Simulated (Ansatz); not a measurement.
# HPbNO4 (P2_1) in Ansatz: single point with PBE

Aim: the single point of HPbNO4 with PBE.

Program: Ansatz 0.2.0. These are calculated values, not measurements. Logs are shortened: lines on timing, memory, paths and dates and some standing lists are left out, and cuts for length are marked.

## 1. The crystal as given

Symmetry: P2_1, No. 4, monoclinic system. The conventional cell has a = 6.435 Å, b = 4.111 Å, c = 8.338 Å, α = 90.00°, β = 112.11°, γ = 90.00°. H (site symmetry 1) is surrounded by 1 O at 0.99 Å. Pb (site symmetry 1) is surrounded by 4 O at 2.40 to 2.69 Å. N (site symmetry 1) has 3 O at 1.25 to 1.29 Å as nearest neighbours. O (site symmetry 1) is surrounded by 1 H at 0.99 Å. O (site symmetry 1) is surrounded by 1 N at 1.25 Å. O (site symmetry 1) is surrounded by 1 N at 1.26 Å. Around O (site symmetry 1) lie 1 N at 1.29 Å.

The cell was built by a generator and needn't be a form met in nature.

## 2. Single point, PBE

The input, input.yaml:

```yaml
crystal:
  lattice:
    - [6.43453, 0.0, 0.00872]
    - [0.0, 4.11089, 0.0]
    - [-3.14884, 0.0, 7.72026]
  atoms:
    - { symbol: H, position: [0.29356, 0.09662, 0.51195] }
    - { symbol: H, position: [0.70644, 0.59662, 0.48805] }
    - { symbol: Pb, position: [0.98504, 0.60505, 0.29264] }
    - { symbol: Pb, position: [0.01496, 0.10504, 0.70736] }
    - { symbol: "N", position: [0.5923, 0.36587, 0.7929] }
    - { symbol: "N", position: [0.4077, 0.86587, 0.2071] }
    - { symbol: O, position: [0.12824, 0.09198, 0.45672] }
    - { symbol: O, position: [0.41419, 0.4619, 0.80564] }
    - { symbol: O, position: [0.78042, 0.46544, 0.89401] }
    - { symbol: O, position: [0.58396, 0.16262, 0.67325] }
    - { symbol: O, position: [0.87176, 0.59198, 0.54328] }
    - { symbol: O, position: [0.58581, 0.9619, 0.19436] }
    - { symbol: O, position: [0.21958, 0.96544, 0.10599] }
    - { symbol: O, position: [0.41604, 0.66262, 0.32675] }
hamiltonian:
  xc: pbe
  pseudopotentials: { kind: paw, level: accurate }
kpoints:
  mp_grid: { grid: [5, 7, 4] }
scf:
  occupations: { method: fermi_dirac, width: 0.05 }
output:
  forces: true
  stress: true
  eigenvalues: true
```

Potentials or basis: Ansatz PAW earlier set.

Run with:

```bash
ansatz run input.yaml --threads 8 --pin off --max-ram 20480MiB --backend cpu --events-out ev --progress --plain --runs-dir out
```

What it wrote:

```text
Warning: the atoms were moved onto the symmetric positions of the space group found under crystal.symmetry.tolerance 1.0e-5 (fractional; no operation is sought that the atoms, as they stand in a round, miss by more than twice it, and no atom is moved by as much as it), and the run uses the moved positions. Before a round's move an operation carried an atom to 4.11e-5 Å from where it should land, the largest such distance. Atom 2 (counting from 0) moved farthest, by 2.06e-5 Å; the longest move in fractions of the cell, of whichever atom, is 0.50 of the tolerance, in 1 round. To run the atoms as typed, lower crystal.symmetry.tolerance until the operations that they miss are no longer found, or set crystal.symmetry.detect: false (a key that needs symmetry detection or time reversal refuses this as the deck is read). The positions used, in the order of the run's atom list: position: [0.29356, 0.09662, 0.51195]; position: [0.70644, 0.59662, 0.48805]; position: [0.98504, 0.6050449999999999, 0.29264]; position: [0.01496, 0.10504499999999992, 0.70736]; position: [0.5923, 0.36587, 0.7929]; position: [0.4077, 0.86587, 0.2071]; position: [0.12824, 0.09198, 0.45672]; position: [0.41419, 0.4619, 0.80564]; position: [0.78042, 0.46544, 0.89401]; position: [0.58396, 0.16262, 0.67325]; position: [0.87176, 0.59198, 0.54328]; position: [0.58581, 0.9619, 0.19436]; position: [0.21958, 0.96544, 0.10599]; position: [0.41604, 0.66262, 0.32675];
Warning: RAYON_NUM_THREADS=8 ignored (pool sized by the plan → 8); use --threads N
Engine: ansatz 0.2.0, aarch64-unknown-linux-gnu
Pseudopotentials: kind: paw, level: accurate
Pseudopotential: H, paw, valence charge 1, recommended cutoff 1000 eV (high), H.paw.azcp
Pseudopotential: Pb, paw, valence charge 22, recommended cutoff 700 eV (high), Pb.paw.azcp
Pseudopotential: N, paw, valence charge 5, recommended cutoff 900 eV (normal), N.paw.azcp#accurate
Pseudopotential: O, paw, valence charge 6, recommended cutoff 900 eV (normal), O.paw.azcp#accurate
Functional definition: PBE
  parameter kappa = 0.804
  parameter beta = 0.06672455060314922
  exchange = pbe_x(kappa = kappa, mu = beta*pi^2/3)
  correlation = pbe_c(beta = beta)
Crystal: 14 atoms, lattice volume = 204.326 Å³
Basis set: ecut = 1000 eV, 14693 PW (Γ), exchange–correlation on 144×90×180 points (8 copies of the dense FFT grid, shifted against one another)
Bands: 66, of which v1, the nominal top of the filled ones, is band 52 counted from 1 (51 counted from 0)
Symmetry: 2 space group operations
Space group: P21 (ITA 4), of the structure as read, at distance tolerance 5.9e-5 Å
k-points: 44 of 140 (time reversal used)
Non-local potential: H, projectors of the file, l = 0: 2, l = 1: 1, l = 2: 1
Non-local potential: Pb, projectors of the file, l = 0: 3, l = 1: 3, l = 2: 3, l = 3: 2
Non-local potential: N, projectors of the file, l = 0: 2, l = 1: 2, l = 2: 2, l = 3: 1, l = 4: 1
Non-local potential: O, projectors of the file, l = 0: 2, l = 1: 2, l = 2: 2, l = 3: 1
PAW form: soft (Blöchl's): semilocal exchange-correlation on the pseudo side does not see the compensation charge
PAW one-centre angular grid: H, 110 points (default); XC on 64 Gauss nodes
PAW one-centre angular grid: Pb, 590 points (default); XC on 64 Gauss nodes
PAW one-centre angular grid: N, 194 points (default); XC on 64 Gauss nodes
PAW one-centre angular grid: O, 194 points (default); XC on 64 Gauss nodes
Initial density: superposition of atomic densities (chi_scale 0.1, normalization cell, long waves kept (reshape's long-wave potential 0.56 eV rms))
Initial wavefunctions: pseudopotential atomic-orbital guess
Functional: x = pbe(κ = 0.804, μ = 0.2195149727645171), c = pbe(β = 0.06672455060314922)
SCF iter   1: F=—  HF=-35926.137402 eV  |F-HF|=—  |Δ(HF+E_count)|=         —  Δρ=1.09e-1  dr2=3.02e1  ethr=3.10e-3  ⟨swp⟩=6.7  Hψ=11867  notcnv=0  defer=45
preconditioner: auto → Resta (q_TF=auto, 2.438 Å⁻¹)  ε∞=3.0  [insulator: Δε(μ)=2.344 eV  Ē_g=17.296 eV  σ=0.050 eV  W_gap=1.00  n_scr=48 (ndim 8)  ℏωp=24.4 eV  f_vac=0.130  D(μ)=0.00/eV (n_scr^D=0)  ε∞_Penn≈3.0]
SCF iter   2: F=—  HF=-35917.825734 eV  |F-HF|=—  |Δ(HF+E_count)|=    8.31e0  Δρ=5.23e-2  dr2=3.38e0  ethr=3.10e-3  ⟨swp⟩=4.0  Hψ=7365  notcnv=0  defer=258
SCF iter   3: F=—  HF=-35916.972551 eV  |F-HF|=—  |Δ(HF+E_count)|=   8.53e-1  Δρ=2.20e-2  dr2=9.44e-1  ethr=3.10e-3  ⟨swp⟩=3.9  Hψ=5425  notcnv=0  defer=122
automatic band count: iteration 3 solves 63 bands in place of 66: the levels show a gap, and the empty bands left out lie too high to hold charge; the band table lists the bands solved (type scf.n_extra_bands for more)
SCF iter   4: F=—  HF=-35916.703554 eV  |F-HF|=—  |Δ(HF+E_count)|=   2.69e-1  Δρ=7.69e-3  dr2=1.11e-1  ethr=9.08e-4  ⟨swp⟩=3.8  Hψ=5237  notcnv=0  defer=85
automatic band count: iteration 4 solves 62 bands in place of 63: the levels show a gap, and the empty bands left out lie too high to hold charge; the band table lists the bands solved (type scf.n_extra_bands for more)
SCF iter   5: F=—  HF=-35916.691379 eV  |F-HF|=—  |Δ(HF+E_count)|=   1.22e-2  Δρ=3.96e-3  dr2=3.12e-2  ethr=1.07e-4  ⟨swp⟩=2.8  Hψ=4727  notcnv=0  defer=44
automatic band count: iteration 5 solves 61 bands in place of 62: the levels show a gap, and the empty bands left out lie too high to hold charge; the band table lists the bands solved (type scf.n_extra_bands for more)
SCF iter   6: F=—  HF=-35916.688610 eV  |F-HF|=—  |Δ(HF+E_count)|=   2.77e-3  Δρ=1.71e-3  dr2=5.08e-3  ethr=3.00e-5  ⟨swp⟩=2.0  Hψ=4925  notcnv=0  defer=44
SCF iter   7: F=—  HF=-35916.689967 eV  |F-HF|=—  |Δ(HF+E_count)|=   1.36e-3  Δρ=9.28e-4  dr2=1.47e-3  ethr=4.88e-6  ⟨swp⟩=2.0  Hψ=4533  notcnv=0  defer=44
SCF iter   8: F=—  HF=-35916.690102 eV  |F-HF|=—  |Δ(HF+E_count)|=   1.35e-4  Δρ=2.39e-4  dr2=9.50e-5  ethr=1.41e-6  ⟨swp⟩=2.0  Hψ=4576  notcnv=0  defer=44
SCF iter   9: F=—  HF=-35916.690262 eV  |F-HF|=—  |Δ(HF+E_count)|=   1.60e-4  Δρ=7.50e-5  dr2=9.13e-6  ethr=9.13e-8  ⟨swp⟩=2.0  Hψ=4417  notcnv=0  defer=44
SCF iter  10: F=—  HF=-35916.690287 eV  |F-HF|=—  |Δ(HF+E_count)|=   2.47e-5  Δρ=4.02e-5  dr2=3.02e-6  ethr=8.78e-9  ⟨swp⟩=2.0  Hψ=4576  notcnv=0  defer=44
SCF iter  11: F=—  HF=-35916.690287 eV  |F-HF|=—  |Δ(HF+E_count)|=   4.67e-7  Δρ=1.58e-5  dr2=4.26e-7  ethr=2.91e-9  ⟨swp⟩=2.0  Hψ=4421  notcnv=0  defer=44
SCF iter  12: F=-35916.690288 eV  HF=-35916.690287 eV  |F-HF|=5.30e-8  |Δ(HF+E_count)|=   1.75e-7  Δρ=4.13e-6  dr2=2.92e-8  ethr=9.62e-11  ⟨swp⟩=14.3  Hψ=14282  notcnv=0
SCF 1 converged in 12 iterations: F = -35916.690288 eV  dr2 = 2.92e-8
SCF converged after 12 iterations
Free energy (F): -35916.690288 eV
Harris-Foulkes:  -35916.690287 eV  (|F-HF|=5.30e-8)
Internal energy: -35916.690288 eV  (E = F + TS)
E sigma→0 (E₀):  -35916.690288 eV
Fermi energy:    5.124093 eV
--- Per-component energies (eV) ---
  E_band       = -1988.834746
  E_kinetic    = 3944.584336
  E_local      = -17454.234350  (includes V_loc(G=0)·N_el)
  E_nonlocal   = 3184.653025
  E_hartree    = 5807.300622
  E_xc         = -1391.481386
  E_vxc        = -1679.331040  (∫ρ·V_xc dr)
  E_paw        = -22364.634310  (= ΣΔE_a, less E_core_relax)
  E_vpaw       = -1599.109814  (= ΣTr[D̂ρ^β], less what the cores' own moments, if any, meet on the grid)
  E_core_relax = -0.011536  (the energy of the cores' relaxation)
  E_aug_tail   = 0.000173  (compensation charges beyond the density's cutoff)
  E_ewald      = -7642.866862
  E_smearing   = -0.000000  (= −TS)
  E_closure    = 0.000000  (closes the sum)
  Σ components = -35916.690288   (vs F -35916.690288, Δ=0.00e0)
--- Forces (eV/Å), atoms counted from 1 ---
  atom   1  H     -0.02269450    -0.00068876    -0.01097006
  atom   2  H      0.02269450    -0.00068876     0.01097006
  atom   3  Pb     0.00082249    -0.00122623    -0.00414213
  atom   4  Pb    -0.00082249    -0.00122623     0.00414213
  atom   5  N     -0.00397845     0.00670523     0.00366182
  atom   6  N      0.00397845     0.00670523    -0.00366182
  atom   7  O      0.02536700     0.00121217     0.01165735
  atom   8  O      0.04212087    -0.01544170    -0.00411824
  atom   9  O     -0.02917942    -0.01898137    -0.03116513
  atom  10  O     -0.00888775     0.02840767     0.03294600
  atom  11  O     -0.02536700     0.00121217    -0.01165735
  atom  12  O     -0.04212087    -0.01544170     0.00411824
  atom  13  O      0.02917942    -0.01898137     0.03116513
  atom  14  O      0.00888775     0.02840767    -0.03294600
  max |Σ_I F_I| component: 2.60e-5 eV/Å
--- Stress (GPa, compression-positive) ---
       -0.179047       0.000000      -0.050593
        0.000000      -0.021706       0.000000
       -0.050594       0.000000      -0.071839
  P = ⅓ Tr σ = -0.0909 GPa (-0.909 kbar)
--- Band table (eV; the first three rows and the last of 44) ---
  k-point 0: bands = ["-134.3106", "-134.3106", "-76.0735", "-76.0735", "-76.0335", "-76.0335", "-76.0157", "-76.0156", "-21.9821", "-21.9682", "-16.6468", "-16.6370", "-16.3457", "-16.2988", "-14.5396", "-14.2969", "-11.6345", "-11.6270", "-11.6177", "-11.6126", "-11.5909", "-11.5836", "-11.5802", "-11.5750", "-11.5315", "-11.3238", "-6.1965", "-5.9967", "-4.2834", "-3.9319", "-3.8887", "-3.8475", "-3.6282", "-3.5737", "-2.8418", "-2.7131", "-1.0554", "-0.0809", "0.4293", "0.8777", "1.2207", "1.5674", "1.6711", "1.7155", "1.7759", "1.8870", "1.9020", "2.0419", "2.1988", "3.1989", "3.2813", "3.3139", "6.8721", "7.0470", "8.0403", "8.2350", "9.3506", "9.5598", "9.7552", "10.3836", "10.6475"]
  k-point 1: bands = ["-134.3106", "-134.3106", "-76.0735", "-76.0735", "-76.0335", "-76.0335", "-76.0157", "-76.0156", "-21.9803", "-21.9701", "-16.6475", "-16.6363", "-16.3412", "-16.3037", "-14.5389", "-14.2968", "-11.6351", "-11.6269", "-11.6178", "-11.6121", "-11.5901", "-11.5836", "-11.5803", "-11.5752", "-11.5316", "-11.3238", "-6.2160", "-5.9920", "-4.2748", "-3.9401", "-3.9252", "-3.8038", "-3.6170", "-3.5617", "-2.8125", "-2.7047", "-1.0767", "-0.2095", "0.4431", "0.8862", "1.1792", "1.5374", "1.6289", "1.8007", "1.8403", "1.9287", "1.9353", "2.0574", "2.2015", "3.1364", "3.1991", "3.4105", "6.9310", "7.0610", "8.0189", "8.1598", "9.0272", "9.5655", "9.9625", "10.5696", "10.7517"]
  k-point 2: bands = ["-134.3106", "-134.3106", "-76.0735", "-76.0735", "-76.0335", "-76.0335", "-76.0157", "-76.0156", "-21.9771", "-21.9732", "-16.6482", "-16.6357", "-16.3350", "-16.3103", "-14.5382", "-14.2967", "-11.6358", "-11.6267", "-11.6179", "-11.6116", "-11.5894", "-11.5836", "-11.5804", "-11.5755", "-11.5317", "-11.3238", "-6.2339", "-5.9888", "-4.2657", "-3.9651", "-3.9191", "-3.7902", "-3.6041", "-3.5500", "-2.7525", "-2.7223", "-1.0981", "-0.3324", "0.4670", "0.8947", "1.1369", "1.5566", "1.5650", "1.8256", "1.8263", "1.9365", "2.0384", "2.1259", "2.2264", "3.0455", "3.1896", "3.4451", "7.0281", "7.0487", "7.9965", "8.0647", "8.8667", "9.5542", "9.9927", "10.6791", "11.0836"]
  k-point 43: bands = ["-134.3106", "-134.3106", "-76.0735", "-76.0735", "-76.0336", "-76.0336", "-76.0156", "-76.0156", "-21.9581", "-21.9564", "-16.6383", "-16.6360", "-16.3537", "-16.3454", "-14.4365", "-14.3809", "-11.6227", "-11.6167", "-11.6070", "-11.5991", "-11.5944", "-11.5873", "-11.5400", "-11.5382", "-11.3993", "-11.3407", "-5.9970", "-5.9589", "-4.1948", "-4.1714", "-3.9675", "-3.9230", "-3.6735", "-3.6051", "-2.8475", "-2.8002", "-1.6337", "-1.4955", "0.8927", "1.0539", "1.3517", "1.4101", "1.6354", "1.7144", "1.9494", "1.9684", "2.1726", "2.2209", "2.7205", "2.8063", "3.3471", "3.3774", "6.7812", "6.8515", "8.0798", "8.2318", "9.1451", "9.3630", "9.8201", "10.0459", "11.9036"]
```

It took 41 s on 8 threads of Arm Neoverse V2, shared host; peak memory 3 GiB.

Results:

```yaml
Free_energy: -35916.6903 eV
Pressure: -0.1 GPa
Largest_force: 0.047 eV/Å
Band_gap_on_the_k_mesh: 3.30 eV, indirect (least direct gap 3.38 eV)
```

Forces in eV/Å, atoms in the order of the input:
```
H   -0.023 -0.001 -0.011
H    0.023 -0.001  0.011
Pb   0.001 -0.001 -0.004
Pb  -0.001 -0.001  0.004
N   -0.004  0.007  0.004
N    0.004  0.007 -0.004
O    0.025  0.001  0.012
O    0.042 -0.015 -0.004
O   -0.029 -0.019 -0.031
O   -0.009  0.028  0.033
O   -0.025  0.001 -0.012
O   -0.042 -0.015  0.004
O    0.029 -0.019  0.031
O    0.009  0.028 -0.033
```

Caveat: odd divisions of the mesh miss points on the zone boundary, where band edges often lie, so the gap on the mesh can be too wide; spin-orbit coupling is left out, which as a rule narrows the gap of such compounds by several tenths of an eV.
